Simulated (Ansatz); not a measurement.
# HKO: ladder of methods at one geometry, by script

The task here is to estimate one member of a computed series from the others.

All numbers are computed with Ansatz 0.2.0, driven from Python. The levels of theory stand in the script.

## Starting point

Bond lengths: O1–K2 2.325 Å, O1–H3 1.067 Å. Angles: K2–O1–H3 106.5°.

No structure file is read: the coordinates are typed or built in the script.

The first run:

methods_hko.py

```python
# -*- coding: utf-8 -*-
"""HKO at several levels of theory."""

import ansatz as az
from ase import Atoms

BASIS_SET = "def2-SVP"


def main():
    atoms = Atoms(["O", "K", "H"], positions=[
        [-0.5234, -0.4515, -0.3438],
        [1.476, -0.1261, 0.7969],
        [-0.9636, 0.5128, -0.4663],
    ])
    hko = az.Crystal.molecule_from_ase(atoms)

    setup = hko.calculation().basis(gaussian=BASIS_SET)

    methods = ["mp2", "ccsd", "ccsd_t", "bccd_t"]
    reports = [setup.correlation(m).run(threads=1, pin="off").report for m in methods]
    print(f"Hartree-Fock reference {reports[0]['reference_energy_ev'] / 27.211386246:.6f} Ha")
    best = reports[-1]["free_energy_ev"] - reports[-1]["reference_energy_ev"]
    for method, each in zip(methods, reports):
        gained = each["free_energy_ev"] - each["reference_energy_ev"]
        print(f"{method:8s} total {each['free_energy_ev'] / 27.211386246:.6f} Ha  correlation {gained:9.4f} eV  ({100 * gained / best:.1f} % of the last)")


if __name__ == "__main__":
    main()
```

Started as:

```bash
python methods_hko.py
```

Steps of the session up to this table: Running it.

One of the session's tables, all rows but one given; the rest of the session is left out.

Correlation energies (total less mean field):

| method | correlation (eV) |
| --- | --- |
| mp2 | -6.940 |
| ccsd | ? |
| ccsd_t | -7.309 |
| bccd_t | -7.312 |

**Question.** Estimate the row for ccsd.

As computed: correlation (eV): -7.183. In the column «correlation (eV)» it lies between ccsd_t (-7.309) and mp2 (-6.940).
